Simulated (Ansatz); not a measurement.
**C2H5AlGe: up Jacob's ladder to CCSD(T)**

An exercise on one series of results from a longer session: the logs are not shown, and one member is left open.

Computed with Ansatz 0.2.0, Gaussian basis. Level: functionals in def2-TZVPP, the program's frozen cores in correlated methods.

Levels to be run: LDA (SPW92), PBE-D4, revPBE-D4, BLYP-D4, r2SCAN-D4, B97M-V, PBE0-D4, B3LYP-D4, r2SCANh-D4, r2SCAN0-D4, HSE06-D4, BHLYP-D4, CAM-B3LYP-D4, LC-ωPBE, ωB97X-V, ωB97M-V, B2PLYP, PBE-QIDH; CCSD(T)/def2-SVP; CCSD(T)/def2-TZVPP; MP2/def2-QZVPP; extrapolation to the limit; RPA on PBE.

### Structure used throughout

All runs share one geometry, relaxed beforehand with PBE0-D4 in a triple-zeta def2 set.

SMILES `[CH]1=[CH][GeH2][AlH]1`, 9 atoms, charge 0, spin multiplicity 1.

Atoms are counted from 1 here; the program's logs count them from 0.

Bond lengths: C1–C2 1.352 Å, C1–Al4 1.941 Å, C1–H5 1.089 Å, C2–Ge3 1.986 Å, C2–H6 1.092 Å, Ge3–Al4 2.450 Å, Ge3–H7 1.544 Å, Ge3–H8 1.544 Å, Al4–H9 1.589 Å. Angles: C2–C1–Al4 101.0°, C2–C1–H5 120.6°, Al4–C1–H5 138.3°, C1–C2–Ge3 111.5°, C1–C2–H6 122.5°, Ge3–C2–H6 126.0°, C2–Ge3–Al4 69.9°, C2–Ge3–H7 112.2°, C2–Ge3–H8 112.3°, Al4–Ge3–H7 124.3°, Al4–Ge3–H8 124.4°, H7–Ge3–H8 106.6°, C1–Al4–Ge3 77.7°, C1–Al4–H9 135.2°, Ge3–Al4–H9 147.1°.

Coordinates:

```mol
C2H5AlGe
  3D, bonds by distance, orders not assigned

  9  9  0  0  0  0  0  0  0  0999 V2000
   -0.3246    1.3345   -0.1142 C   0  0
    0.8209    0.6346   -0.2748 C   0  0
    0.5407   -1.3039    0.0561 Ge  0  0
   -1.5607   -0.0827    0.3681 Al  0  0
   -0.3413    2.4135   -0.2625 H   0  0
    1.7647    1.1094   -0.5526 H   0  0
    0.8732   -2.1610   -1.1838 H   0  0
    1.4203   -1.8350    1.2079 H   0  0
   -3.1046   -0.1559    0.7386 H   0  0
  1  2  8  0
  2  3  8  0
  3  4  8  0
  1  5  8  0
  2  6  8  0
  3  7  8  0
  3  8  8  0
  4  9  8  0
  1  4  8  0
M  END
```

Set-up of the first run:

File in.yaml:

```yaml
crystal:
  periodic: [false, false, false]
  atoms:
    - {symbol: C, position_ang: [-0.324611, 1.334495, -0.114201]}
    - {symbol: C, position_ang: [0.820919, 0.634643, -0.274819]}
    - {symbol: Ge, position_ang: [0.540681, -1.303865, 0.056069]}
    - {symbol: Al, position_ang: [-1.560731, -0.082660, 0.368119]}
    - {symbol: H, position_ang: [-0.341307, 2.413503, -0.262479]}
    - {symbol: H, position_ang: [1.764707, 1.109364, -0.552602]}
    - {symbol: H, position_ang: [0.873176, -2.161048, -1.183755]}
    - {symbol: H, position_ang: [1.420319, -1.834976, 1.207879]}
    - {symbol: H, position_ang: [-3.104552, -0.155854, 0.738589]}
basis:
  gaussian: {orbitals: def2-TZVPP}
hamiltonian: {xc: lda}
output: {orbitals: {seedname: orbitals}}
```

Command:

```bash
> ansatz run in.yaml --threads 2 --pin off --events-out ev --progress --plain --max-ram 4352MiB
```

Among the steps run: LDA; PBE-D4 (GGA); revPBE-D4 (GGA); BLYP-D4 (GGA); r2SCAN-D4 (meta-GGA); B97M-V (meta-GGA); PBE0-D4 (hybrid); B3LYP-D4 (hybrid); r2SCANh-D4 (hybrid); r2SCAN0-D4 (hybrid); HSE06-D4 (hybrid); BHLYP-D4 (hybrid); CAM-B3LYP-D4 (range-separated); LC-ωPBE (range-separated); ωB97X-V (range-separated); ωB97M-V (range-separated); B2PLYP (double hybrid); PBE-QIDH (double hybrid).

One table of the session follows, with a row left open; its other results are not shown here.

It belongs to the step «Orbital energies across the functionals». 

```
  functional  HOMO (eV)  LUMO (eV)  gap (eV)
 LDA (SPW92)      -6.05      -2.77      3.28
      PBE-D4      -5.95      -2.55      3.40
   revPBE-D4      -5.90      -2.45      3.45
     BLYP-D4      -5.81      -2.40      3.40
   r2SCAN-D4      -6.17      -2.32      3.86
      B97M-V      -6.22      -2.39      3.83
     PBE0-D4      -6.96      -1.74      5.22
    B3LYP-D4      -6.78      -1.92      4.85
  r2SCANh-D4      -6.55      -2.03      4.52
  r2SCAN0-D4      -7.11      -1.61      5.49
    HSE06-D4      -6.57      -2.11      4.46
    BHLYP-D4      -7.87      -0.89      6.98
CAM-B3LYP-D4      -8.19      -0.75      7.43
     LC-ωPBE      -9.46       0.29      9.74
     ωB97X-V          ?          ?         ?
     ωB97M-V      -8.95      -0.05      8.90
```

Estimate the missing values for ωB97X-V.

As computed: HOMO (eV): -9.15; LUMO (eV): 0.19; gap (eV): 9.34. In the column «HOMO (eV)» it lies between LC-ωPBE (-9.46) and ωB97M-V (-8.95).
